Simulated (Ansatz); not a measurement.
# BFH3NO: the cost of one run

Program: Ansatz 0.2.0. Level of theory: RKS PBE0-D4/def2-SVP. These are calculated values, not measurements.

## 1. The system as given

Bond lengths: B1–F2 1.320 Å, B1–N3 1.550 Å, N3–H4 1.060 Å, N3–H5 1.060 Å, B1–O6 1.410 Å, O6–H7 1.010 Å. Angles: F2–B1–N3 120.0°, F2–B1–O6 120.0°, N3–B1–O6 120.0°, B1–N3–H4 120.0°, B1–N3–H5 120.0°, H4–N3–H5 120.0°, B1–O6–H7 109.5°.

As a file:

```xyz
7

B     0.0000    0.0000    0.0000
F     0.0000    0.0000    1.3200
N     1.3423    0.0000   -0.7750
H     1.8089   -0.9179   -1.0268
H     1.7937    0.9179   -1.0532
O    -1.2211    0.0000   -0.7050
H    -1.7308   -0.8467   -0.4965
```

## 2. Relaxing the start

File input.yaml:

```yaml
crystal:
  periodic: [false, false, false]
  atoms:
    - { symbol: B, position_ang: [0.0, 0.0, 0.0] }
    - { symbol: F, position_ang: [0.0, 0.0, 1.32] }
    - { symbol: "N", position_ang: [1.3423, 0.0, -0.775] }
    - { symbol: H, position_ang: [1.8089, -0.9179, -1.0268] }
    - { symbol: H, position_ang: [1.7937, 0.9179, -1.0532] }
    - { symbol: O, position_ang: [-1.2211, 0.0, -0.705] }
    - { symbol: H, position_ang: [-1.7308, -0.8467, -0.4965] }
basis:
  gaussian: { orbitals: def2-SVP }
hamiltonian:
  xc: pbe0
  dispersion: d4
relax:
  f_tol: 0.02
  max_steps: 40
```

Launch:

```sh
ansatz run input.yaml --threads 2 --pin off --max-ram 3072MiB --backend cpu --events-out ev --progress --plain --runs-dir out
```

What time and memory should one allow on 2 threads of Arm Neoverse V2, shared host?

About 13 s, with a peak of 0.16 GiB.
